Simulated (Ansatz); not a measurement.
# C₂H₃Sb: one structure at several levels

An exercise on one series of results from a longer session: the logs are not shown, and one member is left open.

Method: single points in def2-TZVPP; program: Ansatz 0.2.0, Gaussian basis.

Cores are frozen in the correlated methods. Filled d shells of the heavier atoms are correlated. Core potentials replace the inner electrons past krypton, and spin-orbit coupling is left out.

## Starting geometry

SMILES `C#[C][SbH2]`, 6 atoms, charge 0, spin multiplicity 1.

Atoms are counted from 1 here; the program's logs count them from 0.

Bond lengths: C1–C2 1.208 Å, C1–H4 1.002 Å, C2–Sb3 2.035 Å, Sb3–H5 1.662 Å, Sb3–H6 1.615 Å. Angles: C2–C1–H4 170.5°, C1–C2–Sb3 166.5°, C2–Sb3–H5 90.9°, C2–Sb3–H6 92.3°, H5–Sb3–H6 89.7°.

Geometry (Å):

```xyz
6

C    -0.24610   -1.66220   -0.25400
C     0.25400   -0.56520   -0.17220
Sb    0.97990    1.23900    0.42590
H    -0.71060   -2.52300   -0.47330
H     0.59670    1.90960   -1.04620
H    -0.45690    1.70040    1.00030
```

The first run:

run/in.yaml reads:

```yaml
crystal:
  periodic: [false, false, false]
  atoms:
    - {symbol: C, position_ang: [-0.246100, -1.662200, -0.254000]}
    - {symbol: C, position_ang: [0.254000, -0.565200, -0.172200]}
    - {symbol: Sb, position_ang: [0.979900, 1.239000, 0.425900]}
    - {symbol: H, position_ang: [-0.710600, -2.523000, -0.473300]}
    - {symbol: H, position_ang: [0.596700, 1.909600, -1.046200]}
    - {symbol: H, position_ang: [-0.456900, 1.700400, 1.000300]}
basis:
  gaussian: {orbitals: def2-TZVPP}
correlation: {method: ccsd_t}
output: {forces: true}
```

No record of the launch command was kept for these runs.

Steps of the session up to this table: CCSD(T)/def2-TZVPP; PBE0-D4/def2-TZVPP; wB97M-V/def2-TZVPP; r2SCAN-D4/def2-TZVPP; PBE-D4/def2-TZVPP; LC-wPBE/def2-TZVPP; SPW92/def2-TZVPP.

One of the session's tables, all rows but one given; the rest of the session is left out.

| method | RMS force component (eV/Å) | angle to CCSD(T) forces (°) | dipole (D) |
| --- | --- | --- | --- |
| CCSD(T) | 0.999 | reference | 0.42 |
| PBE0-D4 | ? | ? | ? |
| wB97M-V | 1.250 | 23.5 | 0.49 |
| r2SCAN-D4 | 1.161 | 14.5 | 0.48 |
| PBE-D4 | 1.178 | 8.3 | 0.50 |
| LC-wPBE | 1.387 | 28.4 | 0.45 |
| SPW92 | 1.258 | 11.7 | 0.54 |

**Question.** Estimate the row for PBE0-D4.

The run gave: RMS force component (eV/Å): 1.234; angle to CCSD(T) forces (°): 18.6; dipole (D): 0.48. In the column «RMS force component (eV/Å)» it lies between PBE-D4 (1.178) and wB97M-V (1.250).
